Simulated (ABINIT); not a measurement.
# Sr2SO (P4/mmm) in ABINIT: reference runs

Aim: a first look at Sr2SO with PBE, on the cell as given and on a disturbed one.

Everything below comes from runs of ABINIT 10.8.3 (patched build). Logs are shortened: lines on timing, memory, paths and dates and some standing lists are left out, and cuts for length are marked. The log counts tension as positive stress, the text compression.

## (1) Starting point

Symmetry: P4/mmm, No. 123, tetragonal system. The conventional cell has a = 4.043 Å, b = 4.043 Å, c = 5.718 Å, α = 90.00°, β = 90.00°, γ = 90.00°. Sr (site symmetry 4/mmm) has 2 O at 2.86 Å and 4 S at 2.86 Å as nearest neighbours. Sr (site symmetry 4/mmm) has 2 S at 2.86 Å and 4 O at 2.86 Å as nearest neighbours. S (site symmetry 4/mmm) has 6 Sr at 2.86 Å as nearest neighbours. O (site symmetry 4/mmm) is surrounded by 6 Sr at 2.86 Å.

The cell comes from a database or a generator and needn't be the stable form of this composition.

## (2) Single point, PBE

The input, run.abi:

```
# Pseudopotentials
pp_dirpath "./"
pseudos "Sr.GGA_PBE-JTH.xml, S.GGA_PBE-JTH.xml, O.GGA_PBE-JTH.xml"

# Structure
acell 3*1.0
rprim
     7.6406105870     0.0000000000     0.0000000000
     0.0000000000     7.6406105870     0.0000000000
     0.0000000000     0.0000000000    10.8054539806
ntypat 3
znucl 38 16 8
natom 4
typat 1 1 2 3
xred
     0.5000000000     0.5000000000     0.5000000000
     0.0000000000     0.0000000000     0.0000000000
     0.0000000000     0.0000000000     0.5000000000
     0.5000000000     0.5000000000     0.0000000000

# Plane-wave basis
ecut 23.0
pawecutdg 45.0
pawxcdev 0

# k points
kptopt 1
ngkpt 7 7 5
nshiftk 1
shiftk 0.0 0.0 0.0

# Exchange and correlation
ixc 11

# Bands and occupations
nband 20
occopt 3
tsmear 0.05 eV

# SCF cycle
nstep 100
tolvrs 1.0e-9

# Output
iomode 3
prtwf 0
prtden 0
prteig 0
prtebands 0
enunit 2
```

Potentials or basis: JTH PAW PBE v2.0.

Run with:

```
$ abinit run.abi > log 2>&1
```

run.abo:

```text
.Version 10.8.3 of ABINIT
 Symmetries : space group P4/m m m (#123); Bravais tP (primitive tetrag.)
================================================================================
 Values of the parameters that define the memory need of the present run
     intxc =       0    ionmov =       0      iscf =      17    lmnmax =      18
     lnmax =       6     mgfft =      48  mpssoang =       3    mqgrid =    3263
     natom =       4  nloc_mem =       2    nspden =       1   nspinor =       1
    nsppol =       1      nsym =      16    n1xccc =       1    ntypat =       3
    occopt =       3   xclevel =       2
       mpw =        3347          nfft =       62208          nkpt =          30
 PAW method is used; the additional fine FFT grid is defined by:
   mgfftf=        72    nfftf =    165888
================================================================================
================================================================================

--------------------------------------------------------------------------------
------------- Echo of variables that govern the present computation ------------
--------------------------------------------------------------------------------
 -outvars: echo values of preprocessed input variables --------
            acell      1.0000000000E+00  1.0000000000E+00  1.0000000000E+00 Bohr
              amu      8.76200000E+01  3.20660000E+01  1.59994000E+01
             ecut      2.30000000E+01 Hartree
           enunit           2
              ixc          11
         kptrlatt        7    0    0      0    7    0      0    0    5
          kptrlen      5.34842741E+01
            natom           4
            nband          20
            ngfft          36      36      48
          ngfftdg          48      48      72
             nkpt          30
            nstep         100
             nsym          16
           ntypat           3
           occopt           3
        pawecutdg      4.50000000E+01 Hartree
         pawxcdev           0
           prtden           0
        prtebands           0
           prteig           0
            prtwf           0
            rprim      7.6406105870E+00  0.0000000000E+00  0.0000000000E+00
                       0.0000000000E+00  7.6406105870E+00  0.0000000000E+00
                       0.0000000000E+00  0.0000000000E+00  1.0805453981E+01
          spgroup         123
           tolvrs      1.00000000E-09
           tsmear      1.83746611E-03 Hartree
            typat      1  1  2  3
           useylm           1
           xangst      2.0216184986E+00  2.0216184986E+00  2.8589999981E+00
                       0.0000000000E+00  0.0000000000E+00  0.0000000000E+00
                       0.0000000000E+00  0.0000000000E+00  2.8589999981E+00
                       2.0216184986E+00  2.0216184986E+00  0.0000000000E+00
            xcart      3.8203052935E+00  3.8203052935E+00  5.4027269903E+00
                       0.0000000000E+00  0.0000000000E+00  0.0000000000E+00
                       0.0000000000E+00  0.0000000000E+00  5.4027269903E+00
                       3.8203052935E+00  3.8203052935E+00  0.0000000000E+00
             xred      5.0000000000E-01  5.0000000000E-01  5.0000000000E-01
                       0.0000000000E+00  0.0000000000E+00  0.0000000000E+00
                       0.0000000000E+00  0.0000000000E+00  5.0000000000E-01
                       5.0000000000E-01  5.0000000000E-01  0.0000000000E+00
            znucl       38.00000   16.00000    8.00000

================================================================================

 chkinp: Checking input parameters for consistency.

================================================================================
== DATASET  1 ==================================================================

--- !DatasetInfo
iteration_state: {dtset: 1, }
dimensions: {natom: 4, nkpt: 30, mband: 20, nsppol: 1, nspinor: 1, nspden: 1, mpw: 3347, }
cutoff_energies: {ecut:  23.0, pawecutdg:  45.0, }
electrons: {nelect:   3.20000000E+01, charge:   0.00000000E+00, occopt:   3.00000000E+00, tsmear:   1.83746611E-03, }
meta: {optdriver: 0, ionmov: 0, optcell: 0, iscf: 17, paral_kgb: 0, }
...

 Exchange-correlation functional for the present dataset will be:
  GGA: Perdew-Burke-Ernzerhof functional - ixc=11
  J.P.Perdew, K.Burke, M.Ernzerhof, PRL 77, 3865 (1996)

 Real(R)+Recip(G) space primitive vectors, cartesian coordinates (Bohr,Bohr^-1):
 R(1)=  7.6406106  0.0000000  0.0000000  G(1)=  0.1308796  0.0000000  0.0000000
 R(2)=  0.0000000  7.6406106  0.0000000  G(2)=  0.0000000  0.1308796  0.0000000
 R(3)=  0.0000000  0.0000000 10.8054540  G(3)=  0.0000000  0.0000000  0.0925459
 Unit cell volume ucvol=  6.3081084E+02 bohr^3
 Angles (23,13,12)=  9.00000000E+01  9.00000000E+01  9.00000000E+01 degrees

 Coarse grid specifications (used for wave-functions):

 getcut: wavevector=  0.0000  0.0000  0.0000  ngfft=  36  36  48
         ecut(hartree)=     23.000   => boxcut(ratio)=   2.05764

 Fine grid specifications (used for densities):

 getcut: wavevector=  0.0000  0.0000  0.0000  ngfft=  48  48  72
         ecut(hartree)=     45.000   => boxcut(ratio)=   2.08038

--- Pseudopotential description ------------------------------------------------
- pspini: atom type   1  psp file is ./Sr.GGA_PBE-JTH.xml
 Pseudopotential format is: paw10
 basis_size (lnmax)=  6 (lmn_size= 18), orbitals=   0   0   1   1   2   2
 Spheres core radius: rc_sph= 2.20669967
 Shapefunction is SIN type: shapef(r)=[sin(pi*r/rshp)/(pi*r/rshp)]**2
 Radius for shape functions =  1.70850426
 Compensation charge density is not taken into account in XC energy/potential

- pspini: atom type   2  psp file is ./S.GGA_PBE-JTH.xml
 Pseudopotential format is: paw10
 basis_size (lnmax)=  4 (lmn_size=  8), orbitals=   0   0   1   1
 Spheres core radius: rc_sph= 1.90380259
[... 56 lines left out ...]
convergence: {deltae:  2.471E-11, res2:  3.978E-10, residm:  8.010E-05, diffor: null, }
etotal    :  -8.88062400E+01
entropy   :   0.00000000E+00
fermie    :   1.92863448E-01
cartesian_stress_tensor: # hartree/bohr^3
- [  1.12644331E-05,   0.00000000E+00,   0.00000000E+00, ]
- [  0.00000000E+00,   1.12644331E-05,   0.00000000E+00, ]
- [  0.00000000E+00,   0.00000000E+00,   8.84146462E-06, ]
pressure_GPa:  -3.0765E-01
xred      :
- [  5.0000E-01,   5.0000E-01,   5.0000E-01, Sr]
- [  0.0000E+00,   0.0000E+00,   0.0000E+00, Sr]
- [  0.0000E+00,   0.0000E+00,   5.0000E-01,  S]
- [  5.0000E-01,   5.0000E-01,   0.0000E+00,  O]
cartesian_forces: # hartree/bohr
- [ -0.00000000E+00,  -0.00000000E+00,  -0.00000000E+00, ]
- [ -0.00000000E+00,  -0.00000000E+00,  -0.00000000E+00, ]
- [ -0.00000000E+00,  -0.00000000E+00,  -0.00000000E+00, ]
- [ -0.00000000E+00,  -0.00000000E+00,  -0.00000000E+00, ]
force_length_stats: {min:   0.00000000E+00, max:   0.00000000E+00, mean:   0.00000000E+00, }
...

 Integrated electronic density in atomic spheres:
 ------------------------------------------------
 Atom  Sphere_radius  Integrated_density
    1        2.20670          7.31085790
    2        2.20670          7.27872666
    3        1.90380          3.64298440
    4        1.41465          4.40224409

================================================================================

 ----iterations are completed or convergence reached----

 Mean square residual over all n,k,spin=   41.647E-08; max=  80.097E-06
 reduced coordinates (array xred) for    4 atoms
       0.500000000000      0.500000000000      0.500000000000
       0.000000000000      0.000000000000      0.000000000000
       0.000000000000      0.000000000000      0.500000000000
       0.500000000000      0.500000000000      0.000000000000
 rms dE/dt=  0.0000E+00; max dE/dt=  0.0000E+00; dE/dt below (all hartree)
    1       0.000000000000      0.000000000000      0.000000000000
    2       0.000000000000      0.000000000000      0.000000000000
    3       0.000000000000      0.000000000000      0.000000000000
    4       0.000000000000      0.000000000000      0.000000000000

 cartesian coordinates (angstrom) at end:
    1      2.02161849864081     2.02161849864081     2.85899999805773
    2      0.00000000000000     0.00000000000000     0.00000000000000
    3      0.00000000000000     0.00000000000000     2.85899999805773
    4      2.02161849864081     2.02161849864081     0.00000000000000

 cartesian forces (hartree/bohr) at end:
    1     -0.00000000000000    -0.00000000000000    -0.00000000000000
    2     -0.00000000000000    -0.00000000000000    -0.00000000000000
    3     -0.00000000000000    -0.00000000000000    -0.00000000000000
    4     -0.00000000000000    -0.00000000000000    -0.00000000000000
 frms,max,avg= 0.0000000E+00 0.0000000E+00   0.000E+00  0.000E+00  0.000E+00 h/b

 cartesian forces (eV/Angstrom) at end:
    1     -0.00000000000000    -0.00000000000000    -0.00000000000000
    2     -0.00000000000000    -0.00000000000000    -0.00000000000000
    3     -0.00000000000000    -0.00000000000000    -0.00000000000000
    4     -0.00000000000000    -0.00000000000000    -0.00000000000000
 frms,max,avg= 0.0000000E+00 0.0000000E+00   0.000E+00  0.000E+00  0.000E+00 e/A
 length scales=  1.000000000000  1.000000000000  1.000000000000 bohr
              =  0.529177210544  0.529177210544  0.529177210544 angstroms
 Fermi (or HOMO) energy (hartree) =   0.19286   Average Vxc (hartree)=  -0.34065
 Eigenvalues (hartree) for nkpt=  30  k points:
 kpt#   1, nband= 20, wtk=  0.00408, kpt=  0.0000  0.0000  0.0000 (reduced coord)
  -1.08008   -1.07719   -0.42970   -0.42027   -0.42027   -0.41350   -0.41350   -0.41275
  -0.38710   -0.27020    0.09756    0.12416    0.12416    0.14881    0.15051    0.15051
   0.23189    0.25716    0.32013    0.32013
      occupation numbers for kpt#   1
   2.00000    2.00000    2.00000    2.00000    2.00000    2.00000    2.00000    2.00000
   2.00000    2.00000    2.00000    2.00000    2.00000    2.00000    2.00000    2.00000
   0.00000    0.00000    0.00000    0.00000
 prteigrs : prtvol=0 or 1, do not print more k-points.

 Fermi (or HOMO) energy (eV) =   5.24808   Average Vxc (eV)=  -9.26967
 Eigenvalues (   eV  ) for nkpt=  30  k points:
 kpt#   1, nband= 20, wtk=  0.00408, kpt=  0.0000  0.0000  0.0000 (reduced coord)
 -29.39044  -29.31188  -11.69266  -11.43612  -11.43612  -11.25203  -11.25203  -11.23161
 -10.53349   -7.35261    2.65466    3.37859    3.37859    4.04933    4.09548    4.09548
   6.30997    6.99780    8.71117    8.71120
 prteigrs : prtvol=0 or 1, do not print more k-points.

--- !EnergyTerms
iteration_state     : {dtset: 1, }
comment             : Components of total free energy in Hartree
kinetic             :  3.08008642819573E+01
hartree             :  1.64627369313111E+01
xc                  : -2.04858257568202E+01
Ewald energy        : -6.98081854525725E+01
psp_core            :  2.76295087338107E+00
local_psp           : -5.94445993393211E+01
PAW spherical_terms :  1.09058137884923E+01
internal            : -8.88062446735721E+01
'-kT*entropy'       : -5.56340947226260E-13
total_energy        : -8.88062446735727E+01
total_energy_eV     : -2.41654102486768E+03
...

--- !EnergyTermsDC
iteration_state     : {dtset: 1, }
comment             : '"Double-counting" decomposition of free energy'
band_energy         : -9.34735117868892E+00
Ewald energy        : -6.98081854525725E+01
psp_core            :  2.76295087338107E+00
xc_dc               : -1.55312260076766E+01
PAW spherical_terms :  3.11757178006291E+00
internal            : -8.88062399854940E+01
'-kT*entropy'       : -5.56340947226260E-13
total_energy_dc     : -8.88062399854946E+01
total_energy_dc_eV  : -2.41654089729857E+03
...

--- !EnergyTermsWithPAWCore
iteration_state     : {dtset: 1, }
comment             : 'Components of total free energy, including PAW core contributions'
Total energy        : -6.83381162905381E+03
Total energy DC     : -6.83381162436573E+03
Total energy (eV)   : -1.85957487770460E+05
Total energy DC (eV): -1.85957487642891E+05
...

 Cartesian components of stress tensor (hartree/bohr^3)
  sigma(1 1)=  1.12644331E-05  sigma(3 2)=  0.00000000E+00
  sigma(2 2)=  1.12644331E-05  sigma(3 1)=  0.00000000E+00
  sigma(3 3)=  8.84146462E-06  sigma(2 1)=  0.00000000E+00

-Cartesian components of stress tensor (GPa)         [Pressure= -3.0765E-01 GPa]
- sigma(1 1)=  3.31411063E-01  sigma(3 2)=  0.00000000E+00
- sigma(2 2)=  3.31411063E-01  sigma(3 1)=  0.00000000E+00
- sigma(3 3)=  2.60124870E-01  sigma(2 1)=  0.00000000E+00

== END DATASET(S) ==============================================================
================================================================================

 -outvars: echo values of variables after computation  --------
            acell      1.0000000000E+00  1.0000000000E+00  1.0000000000E+00 Bohr
           etotal     -8.8806239985E+01
            fcart     -0.0000000000E+00 -0.0000000000E+00 -0.0000000000E+00
                      -0.0000000000E+00 -0.0000000000E+00 -0.0000000000E+00
                      -0.0000000000E+00 -0.0000000000E+00 -0.0000000000E+00
                      -0.0000000000E+00 -0.0000000000E+00 -0.0000000000E+00
            rprim      7.6406105870E+00  0.0000000000E+00  0.0000000000E+00
                       0.0000000000E+00  7.6406105870E+00  0.0000000000E+00
                       0.0000000000E+00  0.0000000000E+00  1.0805453981E+01
           strten      1.1264433086E-05  1.1264433086E-05  8.8414646190E-06
                       0.0000000000E+00  0.0000000000E+00  0.0000000000E+00
           xangst      2.0216184986E+00  2.0216184986E+00  2.8589999981E+00
                       0.0000000000E+00  0.0000000000E+00  0.0000000000E+00
                       0.0000000000E+00  0.0000000000E+00  2.8589999981E+00
                       2.0216184986E+00  2.0216184986E+00  0.0000000000E+00
             xred      5.0000000000E-01  5.0000000000E-01  5.0000000000E-01
                       0.0000000000E+00  0.0000000000E+00  0.0000000000E+00
                       0.0000000000E+00  0.0000000000E+00  5.0000000000E-01
                       5.0000000000E-01  5.0000000000E-01  0.0000000000E+00
 Calculation completed.
```

Run time: 77 s. Hardware: 1 thread of Arm Neoverse V2, shared host; peak memory 0.18 GiB.

Results:

```
Free energy                                           : -2416.5409 eV
Pressure                                              : -0.3 GPa
Band gap on the k mesh                                : 2.21 eV, direct
Valence electrons inside the program's atomic spheres : Sr 7.31, 7.28; S 3.64; O 4.40
```

Levels at points of the mesh, in eV from the valence-band top:
| k point | band 12 | band 13 | band 14 | band 15 | band 16 | band 17 | band 18 | band 19 | band 20 |
| --- | --- | --- | --- | --- | --- | --- | --- | --- | --- |
| (0.00, 0.00, 0.00) | -0.72 | -0.72 | -0.05 | 0.00 | 0.00 | 2.21 | 2.90 | 4.62 | 4.62 |

Caveat: an odd mesh through Γ misses points on the zone boundary, where band edges often lie.

## (3) Single point, PBE (atoms moved at random, drawn with an rms of 0.05 Å)

The input, run.abi:

```
# Pseudopotentials
pp_dirpath "./"
pseudos "Sr.GGA_PBE-JTH.xml, S.GGA_PBE-JTH.xml, O.GGA_PBE-JTH.xml"

# Structure
acell 7.640610587 7.640610587 10.8054539806
rprim
     1.0000000000     0.0000000000     0.0000000000
     0.0000000000     1.0000000000     0.0000000000
     0.0000000000     0.0000000000     1.0000000000
ntypat 3
znucl 38 16 8
natom 4
typat 1 1 2 3
xred
     0.5033600000     0.4973510000     0.5025850000
    -0.0109850000    -0.0089070000    -0.0004380000
     0.0068650000     0.0013760000     0.4993430000
     0.4957450000     0.4943030000    -0.0009230000
chkprim 0
chksymtnons 0
tolsym 1.0e-6

# Plane-wave basis
ecut 625.861884 eV
pawecutdg 45.0
pawxcdev 0

# k points
kptopt 1
ngkpt 7 7 5
nshiftk 1
shiftk 0.0 0.0 0.0

# Exchange and correlation
ixc 11

# Bands and occupations
nband 20
occopt 3
tsmear 0.00183747

# SCF cycle
nstep 100
tolvrs 1.0e-9

# Output
iomode 3
prtwf 0
prtden 0
prteig 0
prtebands 0
```

Potentials or basis: JTH PAW PBE v2.0.

Run with:

```
$ abinit run.abi > log 2>&1
```

Wall time 5.1 min (1 thread of Arm Neoverse V2, shared host); peak memory 0.36 GiB.

The run converged. Its results:

| Quantity | Value |
| --- | --- |
| Free energy | -2416.5375 eV |
| Pressure | -0.3 GPa |
| Largest force | 0.131 eV/Å |
| Band gap on the k mesh | 2.22 eV, direct |
| Valence electrons inside the program's atomic spheres | Sr 7.32, 7.29; S 3.66; O 4.43 |

Forces on the atoms (eV/Å):
```
Sr  -0.006  0.050  0.005
Sr   0.012  0.004  0.029
S   -0.092 -0.093  0.009
O    0.086  0.039 -0.043
```

Levels at points of the mesh, in eV from the valence-band top:
```tsv
k point	band 13	band 14	band 15	band 16	band 17	band 18	band 19	band 20
(0.00, 0.00, 0.00)	-0.72	-0.05	0.00	0.00	2.22	2.90	4.62	4.62
```

Caveat: an odd mesh through Γ misses points on the zone boundary, where band edges often lie.
